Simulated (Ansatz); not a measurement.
Crystal: WS.

```
W S
1.0
     3.44485    0.00000    0.00000
     0.00000    3.44485    0.00000
     0.00000    0.00000    3.44485
W S
1 1
Direct
  0.50000 0.50000 0.50000
  0.00000 0.00000 0.00000
```

The cell was built by a generator and needn't be a form met in nature.

* Program: Ansatz 0.2.0
* Task: relaxation of cell and atoms
* Functional: HF
* Potentials or basis: Ansatz PAW
* Cutoff: 420 eV (not typed: the program's choice for these potentials)
* k mesh: 4 × 4 × 4
* Occupations: fermi-dirac, width 0.05 eV
* Spin: no spin polarisation

At the start: volume 20.44 Å³/atom.

Problem. How do energy, volume and symmetry change on relaxing?

Solution. It ends after 7 steps and the volume is 17.92 Å³/atom (-12.4 %); space group Pm-3m (No. 221, to 0.05 Å).

The path:
```
step  energy change (eV)  largest force (eV/Å)  volume (Å³)
   1              0.0000                0.0000        40.88
   2             -0.1887                0.0000        35.19
   3             -0.1918                0.0000        36.02
   4             -0.1922                0.0000        35.86
   5             -0.1878                0.0000        35.86
   6             -0.1878                0.0000        35.83
   7             -0.1878                0.0000        35.83
```

Final structure:
```
CELL_PARAMETERS angstrom
3.29675 0.00000 0.00000
0.00000 3.29675 0.00000
0.00000 0.00000 3.29675
ATOMIC_POSITIONS crystal
W 0.50000 0.50000 0.50000
S 0.00000 0.00000 0.00000
```

Caveat: the k mesh is coarse (spacing up to 0.46 Å⁻¹), so the values aren't converged, least of all with exact exchange; the plane-wave basis is chosen anew once the cell has moved, so the energies of steps on either side of that aren't comparable; the PAW data sets come from PBE, with cores solved anew for the run's functional, which leaves a small shift of forces and pressure.
